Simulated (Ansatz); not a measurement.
**H8N2Si2Zn: basis-set convergence**

One table from this session's results is given with a row withheld; the runs are named, their logs left out.

Method: one geometry, several basis sets; program: Ansatz 0.2.0, Gaussian basis.

Plan: PBE0-D4/def2-SVP; ωB97M-V/def2-SVP; PBE0-D4/def2-QZVPP; ωB97M-V/def2-QZVPP; the functionals' def2-TZVPP values are taken from earlier runs.

**Structure used throughout**

The geometry comes from an earlier relaxation with PBE0-D4 in a triple-zeta def2 set; it is a stationary point, not always the lowest conformer.

SMILES `[NH2][Zn][N]([SiH3])[SiH3]`, 13 atoms, charge 0, spin multiplicity 1.

Atoms are counted from 1 here; the program's logs count them from 0.

Bond lengths: N1–Zn2 1.809 Å, N1–H6 1.010 Å, N1–H7 1.010 Å, Zn2–N3 1.830 Å, N3–Si4 1.722 Å, N3–Si5 1.721 Å, Si4–H8 1.491 Å, Si4–H9 1.491 Å, Si4–H10 1.491 Å, Si5–H11 1.491 Å, Si5–H12 1.491 Å, Si5–H13 1.492 Å. Angles: Zn2–N1–H6 117.0°, Zn2–N1–H7 117.0°, H6–N1–H7 108.2°, N1–Zn2–N3 175.8°, Zn2–N3–Si4 118.7°, Zn2–N3–Si5 118.1°, Si4–N3–Si5 123.2°, N3–Si4–H8 112.0°, N3–Si4–H9 108.8°, N3–Si4–H10 112.0°, H8–Si4–H9 108.4°, H8–Si4–H10 107.2°, H9–Si4–H10 108.3°, N3–Si5–H11 112.2°, N3–Si5–H12 112.2°, N3–Si5–H13 108.7°, H11–Si5–H12 107.2°, H11–Si5–H13 108.2° and more.

Set-up of the first run:

Contents of in.yaml:

```yaml
crystal:
  periodic: [false, false, false]
  atoms:
    - {symbol: N, position_ang: [-0.165003, 1.941247, -2.537221]}
    - {symbol: Zn, position_ang: [-0.087594, 0.875766, -1.077887]}
    - {symbol: N, position_ang: [0.040259, -0.299232, 0.319581]}
    - {symbol: Si, position_ang: [0.648184, -1.881689, 0.015690]}
    - {symbol: Si, position_ang: [-0.457208, 0.236689, 1.877762]}
    - {symbol: H, position_ang: [0.437489, 2.752119, -2.544763]}
    - {symbol: H, position_ang: [-1.082744, 2.228198, -2.847007]}
    - {symbol: H, position_ang: [1.880412, -2.168479, 0.804481]}
    - {symbol: H, position_ang: [0.980412, -1.998296, -1.432641]}
    - {symbol: H, position_ang: [-0.347831, -2.937973, 0.354698]}
    - {symbol: H, position_ang: [0.654884, 0.192296, 2.869609]}
    - {symbol: H, position_ang: [-1.571350, -0.587937, 2.426620]}
    - {symbol: H, position_ang: [-0.929891, 1.647310, 1.771080]}
basis:
  gaussian: {orbitals: def2-SVP}
hamiltonian: {xc: pbe0, dispersion: d4}
output: {orbitals: {seedname: orbitals}}
```

Launch:

```sh
$ ansatz run in.yaml --threads 4 --pin off --events-out ev --progress --plain --max-ram 11315MiB
```

Among the steps run: PBE0-D4 in def2-SVP; ωB97M-V in def2-SVP; PBE0-D4 in def2-QZVPP; ωB97M-V in def2-QZVPP.

One table of the session follows, with a row left open; its other results are not shown here.

It belongs to the step «Density functionals: the series». 

| functional | basis | HOMO (eV) |
| --- | --- | --- |
| PBE0-D4 | def2-SVP | -6.75 |
| PBE0-D4 | def2-TZVPP | -7.21 |
| PBE0-D4 | def2-QZVPP | -7.24 |
| ωB97M-V | def2-SVP | -9.14 |
| ωB97M-V | def2-TZVPP | ? |
| ωB97M-V | def2-QZVPP | -9.64 |

**Question.** Estimate the row for ωB97M-V, def2-TZVPP.

As computed: HOMO (eV): -9.61. In the column «HOMO (eV)» it lies between ωB97M-V, def2-QZVPP (-9.64) and ωB97M-V, def2-SVP (-9.14).
